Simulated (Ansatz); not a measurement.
# AlB2H5O: basis-set convergence

An exercise on one series of results from a longer session: the logs are not shown, and one member is left open.

The runs use Ansatz 0.2.0, Gaussian basis; one geometry, several basis sets.

Plan: PBE0-D4/def2-SVP; ωB97M-V/def2-SVP; PBE0-D4/def2-QZVPP; ωB97M-V/def2-QZVPP; the functionals' def2-TZVPP values are taken from earlier runs.

## The geometry

An earlier PBE0-D4 in a triple-zeta def2 set relaxation fixed the geometry.

9 atoms, charge 0, spin multiplicity 1.

Atoms are counted from 1 here; the program's logs count them from 0.

Bond lengths: B1–O2 1.331 Å, B1–H5 1.205 Å, B1–H6 1.205 Å, O2–Al3 1.693 Å, Al3–B4 2.121 Å, Al3–H7 1.586 Å, B4–H8 1.199 Å, B4–H9 1.199 Å. Angles: O2–B1–H5 119.6°, O2–B1–H6 119.7°, H5–B1–H6 120.7°, B1–O2–Al3 179.4°, O2–Al3–B4 117.1°, O2–Al3–H7 115.8°, B4–Al3–H7 127.1°, Al3–B4–H8 122.6°, Al3–B4–H9 122.6°, H8–B4–H9 114.8°.

Set-up of the first run:

Contents of in.yaml:

```yaml
crystal:
  periodic: [false, false, false]
  atoms:
    - {symbol: B, position_ang: [-0.500297, 1.741392, -1.308665]}
    - {symbol: O, position_ang: [0.119158, 0.722006, -0.717450]}
    - {symbol: Al, position_ang: [0.894157, -0.575978, 0.044511]}
    - {symbol: B, position_ang: [-0.192327, -1.603394, 1.548447]}
    - {symbol: H, position_ang: [-1.161177, 1.545089, -2.297178]}
    - {symbol: H, position_ang: [-0.397308, 2.850093, -0.847539]}
    - {symbol: H, position_ang: [2.366625, -0.888027, -0.453773]}
    - {symbol: H, position_ang: [-0.893120, -2.546350, 1.309261]}
    - {symbol: H, position_ang: [-0.147410, -1.291231, 2.705185]}
basis:
  gaussian: {orbitals: def2-SVP}
hamiltonian: {xc: pbe0, dispersion: d4}
output: {orbitals: {seedname: orbitals}}
```

The run is started by

```console
> ansatz run in.yaml --threads 2 --pin off --events-out ev --progress --plain --max-ram 4352MiB
```

Among the steps run: PBE0-D4 in def2-SVP; ωB97M-V in def2-SVP; PBE0-D4 in def2-QZVPP; ωB97M-V in def2-QZVPP.

One of the session's tables, all rows but one given; the rest of the session is left out.

| functional | basis | HOMO (eV) | LUMO (eV) |
| --- | --- | --- | --- |
| PBE0-D4 | def2-SVP | -7.73 | -2.58 |
| PBE0-D4 | def2-TZVPP | -7.73 | -2.61 |
| PBE0-D4 | def2-QZVPP | -7.73 | -2.62 |
| ωB97M-V | def2-SVP | ? | ? |
| ωB97M-V | def2-TZVPP | -9.86 | -0.65 |
| ωB97M-V | def2-QZVPP | -9.86 | -0.70 |

Q: Estimate the row for ωB97M-V, def2-SVP from the others.

As computed: HOMO (eV): -9.82; LUMO (eV): -0.50. In the column «HOMO (eV)» it lies between ωB97M-V, def2-QZVPP (-9.86) and PBE0-D4, def2-SVP (-7.73).
